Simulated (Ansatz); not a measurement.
# HfNH (triplet): relaxing a cheap start

Aim: relax a generated start of HfNH (triplet) and see which bonds hold.

Program: Ansatz 0.2.0, Gaussian basis. Level of theory: UKS PBE0/def2-TZVP. These are calculated values, not measurements.

## (1) The system as given

3 atoms, charge 0, spin multiplicity 3.

Atoms are counted from 1 here; the program's logs count them from 0.

Bond lengths: Hf1–N2 1.889 Å, Hf1–H3 2.374 Å, N2–H3 1.040 Å. Angles: N2–Hf1–H3 25.1°, Hf1–N2–H3 104.5°, Hf1–H3–N2 50.4°.

The start was built by rule and, where that kept it together, relaxed with GFN2-xTB. Sticks and bond lists go by distance. No spin-orbit coupling is included. Elements past krypton take def2 core potentials.

## (2) The run

The input, in.yaml:

```yaml
crystal:
  periodic: [false, false, false]
  atoms:
    - {symbol: Hf, position_ang: [-0.147513, 0.012002, -0.000316]}
    - {symbol: N, position_ang: [1.728336, -0.207774, 0.004002]}
    - {symbol: H, position_ang: [2.104540, 0.761899, 0.000360]}
basis:
  gaussian: {orbitals: def2-TZVP}
magnetization: {spin_polarized: true, initial_magnetization: 2}
hamiltonian: {xc: pbe0}
relax: {f_tol: 0.004, max_steps: 80}
```

Launch:

```bash
ansatz run in.yaml --threads 1 --pin off --events-out ev --progress --plain --max-ram 2176MiB
```

**Question.** What will these runs give? Wanted: energy gained; shift from the start; total energy; dipole moment; ⟨S²⟩.

**Answer**, as computed:

| quantity | value |
| --- | --- |
| steps | 11 |
| energy gained | 0.544 eV |
| shift from the start (rms) | 0.417 Å |
| total energy | -2808.7094 eV |
| dipole moment | 3.26 D |
| ⟨S²⟩ | 2.012 |

By distance, Hf1–H3 opened. Hf1–H3 went from 2.374 to 2.810 Å. No vibrations were run, so this is a stationary point, not a proven minimum, and this spin need not be the ground state's.
